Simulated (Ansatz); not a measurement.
# GeH4+ (doublet): the correlation ladder, 6-31G

An exercise on one series of results from a longer session: the logs are not shown, and one member is left open.

The runs use Ansatz 0.2.0, Gaussian basis; 6-31G, core rule «outside noble gas», up to 14 orbitals frozen.

Plan: UHF; CCSD(T) on ROHF; CCSD(T) on UHF; BCCD(T) on ROHF; CISD; CCSDT(Q) on ROHF; CCSDT(Q) on UHF; CISDTQ; CASSCF and MRCISD+Q, 7 electrons in 8 orbitals; CASSCF and NEVPT2, 7 electrons in 8 orbitals; Full CI.

7 further runs of the same task are left out: 2 that didn't finish, 5 set aside as unsound or not needed.

## The geometry

The geometry is a PBE0/def2-TZVP stationary point (not a proven minimum) of the parent state, kept for this charge and spin. No spin-orbit coupling is included. The filled d shell of Ge may be among the frozen orbitals whatever the setting's name suggests; the logs give the count.

5 atoms, charge 1, spin multiplicity 2.

Atoms are counted from 1 here; the program's logs count them from 0.

Bond lengths: Ge1–H2 1.534 Å, Ge1–H3 1.534 Å, Ge1–H4 1.534 Å, Ge1–H5 1.534 Å. Angles: H2–Ge1–H3 109.5°, H2–Ge1–H4 109.5°, H2–Ge1–H5 109.5°, H3–Ge1–H4 109.5°, H3–Ge1–H5 109.5°, H4–Ge1–H5 109.5°.

Geometry (Å):

```
Ge    0.0000    0.0000    0.0000
H     0.8843    0.8872    0.8860
H    -0.8879   -0.8840    0.8857
H    -0.8838    0.8845   -0.8892
H     0.8874   -0.8877   -0.8825
```

Set-up of the first run:

Contents of in.yaml:

```yaml
crystal:
  periodic: [false, false, false]
  atoms:
    - {symbol: Ge, position_ang: [0.000000, 0.000000, 0.000000]}
    - {symbol: H, position_ang: [0.884324, 0.887199, 0.886047]}
    - {symbol: H, position_ang: [-0.887886, -0.884021, 0.885661]}
    - {symbol: H, position_ang: [-0.883825, 0.884513, -0.889224]}
    - {symbol: H, position_ang: [0.887387, -0.887691, -0.882484]}
basis:
  gaussian: {orbitals: 6-31G}
total_charge: 1
magnetization: {spin_polarized: true, initial_magnetization: 1}
hamiltonian: {xc: hf}
output: {orbitals: {seedname: orbitals}}
```

Run with:

```bash
$ ansatz run in.yaml --threads 1 --pin off --events-out ev --progress --plain --max-ram 2393MiB
```

Among the steps run: UHF; CCSD(T) on ROHF; CCSD(T) on UHF; BCCD(T) on ROHF; CISD; CCSDT(Q) on ROHF; CCSDT(Q) on UHF; CISDTQ; CASSCF and MRCISD+Q, 7 electrons in 8 orbitals; CASSCF and NEVPT2, 7 electrons in 8 orbitals; Full CI.

One table of the session follows, with a row left open; its other results are not shown here.

```
          method  from FCI (meV)
             UHF         +2082.3
            RMP2          +740.9
            UMP2          +737.6
           RCCSD           +50.0
           UCCSD           +44.9
        RCCSD(T)           +15.0
        UCCSD(T)           +13.4
         BCCD(T)           +14.9
          RCCSDT            +0.5
          UCCSDT            -1.1
       RCCSDT(Q)            -0.2
       UCCSDT(Q)            -1.7
  CASSCF valence          +412.2
  NEVPT2 valence           +96.3
  MRCISD valence            +6.3
MRCISD+Q valence               ?
             FCI               0
```

**Question.** Estimate the row for MRCISD+Q valence.

The run gave: from FCI (meV): +3.0. In the column «from FCI (meV)» it lies between RCCSDT (+0.5) and MRCISD valence (+6.3).

Among the levels timed on like hardware and quicker than the yardstick, those that no quicker one beats, quickest first: UHF (1.2 s, +2082.3 meV); RCCSD(T) (3.1 s, +15.0 meV); BCCD(T) (3.2 s, +14.9 meV); UCCSD(T) (3.3 s, +13.4 meV); MRCISD+Q valence (4.7 s, +3.0 meV); UCCSDT(Q) (7.5 s, -1.7 meV); RCCSDT(Q) (8.5 s, -0.2 meV).

Not comparable, so not listed: CISD; CISDTQ (they don't share determinant, frozen orbitals or solution with the rows shown, or repeat one).

To keep in mind: The yardstick is full CI for this spin, exact in this basis with these frozen cores. Left out of the table: ROHF (another determinant or state than the rows shown). Of the multireference levels listed MRCISD+Q valence comes nearest in total energy (+3.0 meV), which doesn't show that its space is the better one. Levels on UHF freeze UHF's core orbitals, full CI those of ROHF, so the U rows can settle a little off it for that reason alone. Restricted and unrestricted rows rest on different reference determinants; where their highest levels disagree by more than a few hundredths of an eV, they describe different states and don't form one ladder.
